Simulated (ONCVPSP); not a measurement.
# Pseudopotential generation for La: ONCV, PBE

Aim: build the potential from the settings below, then test how well it stands in for the atom: other configurations, scattering, ghost states and the plane-wave cutoff that it needs.

Program: ONCVPSP 4.0.1.1 (patched build). Reference atom: PBE, scalar-relativistic, spherical and spin-unpolarised. All values are calculated.

### Step 1. The design

Typed settings, in words:

| Item | Value |
| --- | --- |
| element | lanthanum (La, Z = 57) |
| type | optimised norm-conserving Vanderbilt (ONCV) |
| frozen core | [Kr] |
| valence charge | 21 |
| reference configuration | 4d10 5s2 5p6 5d1 6s2 |
| partial waves | 5s+6s: rc 3.00 bohr, ncon 4, nbas 8, qcut 4.7 1/bohr, 2 projectors; 5p: rc 1.90 bohr, ncon 4, nbas 7, qcut 3.7 1/bohr, 2 projectors, debl 0.6 Ha; 4d+5d: rc 1.20 bohr, ncon 4, nbas 9, qcut 15 1/bohr, 2 projectors; f scattering state at 0.15 Ha: rc 2.35 bohr, ncon 3, nbas 8, qcut 4.3 1/bohr, 2 projectors, debl 3.3 Ha |
| local potential | polynomial inside 0.95 bohr (lpopt 5, dvloc0 -1 Ha) |
| core correction | not asked for |

The outer shells as boxes (Hund's rule for the drawing; the calculation is spin-unpolarised):

```
[Kr] core
4d [↑↓][↑↓][↑↓][↑↓][↑↓]
5s [↑↓]
5p [↑↓][↑↓][↑↓]
5d [↑ ][  ][  ][  ][  ]
6s [↑↓]
```

An earlier all-electron run gives the scale for the radii.

All-electron outer shells of the reference configuration (PBE, scalar-relativistic, ld1.x):

| shell | level (eV) | outermost node (bohr) | outermost maximum (bohr) |
| --- | --- | --- | --- |
| 4d | -103.85 | 0.32 | 0.68 |
| 5s | -38.92 | 0.77 | 1.41 |
| 5p | -22.40 | 0.83 | 1.58 |
| 4f | -4.35 | – | 0.75 |
| 6s | -3.68 | 1.86 | 3.84 |
| 5d | -3.09 | 0.95 | 2.21 |
| 6p | -1.35 | 2.21 | 4.93 |

### Step 2. The generation run

La.dat reads:

```
# ATOM AND REFERENCE CONFIGURATION
# atsym  z   nc   nv     iexc    psfile
  La 57.00    8    5        4      upf
#
#   n    l    f
    1    0    2.00
    2    0    2.00
    2    1    6.00
    3    0    2.00
    3    1    6.00
    3    2   10.00
    4    0    2.00
    4    1    6.00
    4    2   10.00
    5    0    2.00
    5    1    6.00
    5    2    1.00
    6    0    2.00
#
# PSEUDOPOTENTIAL AND OPTIMIZATION
# lmax
    3
#
#   l,   rc,      ep,       ncon, nbas, qcut
    0    3.00    0.00    4    8    4.70
    1    1.90    0.00    4    7    3.70
    2    1.20    0.00    4    9   15.00
    3    2.35    0.15    3    8    4.30
#
# LOCAL POTENTIAL
# lloc, lpopt,  rc(5),   dvloc0
    4    5    0.95   -1.00
#
# VANDERBILT-KLEINMAN-BYLANDER PROJECTORs
# l, nproj, debl
    0    2    1.80
    1    2    0.60
    2    2    1.90
    3    2    3.30
#
# MODEL CORE CHARGE
# icmod, fcfact, rcfact
    0    0.00    0.00
#
# LOG DERIVATIVE ANALYSIS
# epsh1, epsh2, depsh
   -5.00    5.00    0.04
#
# OUTPUT GRID
# rlmax, drl
    6.00    0.01
#
# TEST CONFIGURATIONS
# ncnf
    4
# nvcnf
#   n    l    f
    5
    4    2   10.00
    5    0    2.00
    5    1    6.00
    5    2    1.00
    6    0    1.00
#
    5
    4    2   10.00
    5    0    2.00
    5    1    6.00
    5    2    1.00
    6    0    0.00
#
    5
    4    2   10.00
    5    0    2.00
    5    1    6.00
    5    2    0.00
    6    0    0.00
#
    5
    4    2   10.00
    5    0    2.00
    5    1    6.00
    5    2    2.00
    6    0    1.00
#
```

Launch:

```
$ oncvpsp.x < La.dat > La.out
```

Q: Predict the outcome of this session. Wanted: cutoffs for 1 and 0.1 mHa per electron, occupied waves; bound ghosts; GHOST(+) flags; largest test error; largest phase difference near zero energy, channels read; projector energies reset by the program.

The runs gave:

| quantity | value |
| --- | --- |
| cutoffs for 1 and 0.1 mHa per electron, occupied waves | 72 Ha and 84 Ha |
| bound ghosts | s at -269.16 eV, p at -54.35 eV |
| GHOST(+) flags | f at 69 eV |
| largest test error (AE − PS) | -6.6 meV, for 4d10 5s2 5p6 5d1 6s0 |
| largest phase difference near zero energy, channels read | 1.176 rad |
| projector energies reset by the program | p: -0.823, 0.250 Ha; f: -0.160, 3.140 Ha |

In words: A bound ghost (s, p) makes it unfit for use: electrons can fall into a state that the atom doesn't have. Close by lies the frozen 4s level (-266.5 eV). By total energies transferability is good: the largest error is 6.6 meV on 16.9 eV, for 4d10 5s2 5p6 5d1 6s0. Atomic tests can pass in spite of a ghost, since they solve only for the levels asked. The potential is very hard: the looser tolerance needs 72 Ha. At the looser tolerance the 4d wave is the slowest; 5d needs 60 Ha. That counts occupied waves only; other projectors can need more. Of the channels read, f scatters worst near zero energy, by up to 1.18 rad. The pseudo curves have a pole with no partner nearby in the atom's: p at -1.97 Ha. The program also flags highly localised states, GHOST(+) (f). These are tests on the free atom; a crystal test is still owed.
